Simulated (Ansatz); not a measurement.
Crystal: SiO.

```
Si O
1.0
     2.80697    0.00000    0.00000
     0.00000    2.80697    0.00000
     0.00000    0.00000    2.80697
Si O
1 1
Direct
  0.00000 0.00000 0.00000
  0.50000 0.50000 0.50000
```

The cell was built by a generator and needn't be a form met in nature.

* Program: Ansatz 0.2.0
* Task: relaxation of cell and atoms
* Functional: HSEsol
* Potentials or basis: Ansatz PAW
* Cutoff: 420 eV (not typed: the program's choice for these potentials)
* k mesh: 5 × 5 × 5
* Occupations: fermi-dirac, width 0.05 eV
* Spin: no spin polarisation

At the start: volume 11.06 Å³/atom.

Problem. How do energy, volume and symmetry change on relaxing?

Solution. It ends after 6 steps and the volume is 10.70 Å³/atom (-3.2 %); space group Pm-3m (No. 221, to 0.05 Å).

Step by step:
| step | energy change (eV) | largest force (eV/Å) | volume (Å³) |
| --- | --- | --- | --- |
| 1 | 0.0000 | 0.0000 | 22.12 |
| 2 | -0.0122 | 0.0000 | 21.47 |
| 3 | -0.0124 | 0.0000 | 21.42 |
| 4 | -0.0105 | 0.0000 | 21.42 |
| 5 | -0.0106 | 0.0000 | 21.40 |
| 6 | -0.0106 | 0.0000 | 21.40 |

Final structure:
```xyz
2
Lattice="2.7762 0.0000 0.0000 0.0000 2.7762 0.0000 0.0000 0.0000 2.7762" Properties=species:S:1:pos:R:3 pbc="T T T"
Si    0.0000    0.0000    0.0000
O     1.3881    1.3881    1.3881
```

Caveat: the k mesh is coarse (spacing up to 0.45 Å⁻¹), so the values aren't converged, least of all with exact exchange; the plane-wave basis is chosen anew once the cell has moved, so the energies of steps on either side of that aren't comparable; the pressure holds a Pulay correction of +0.4 GPa for the finite cutoff; the PAW data sets come from PBE, with cores solved anew for the run's functional, which leaves a small shift of forces and pressure.
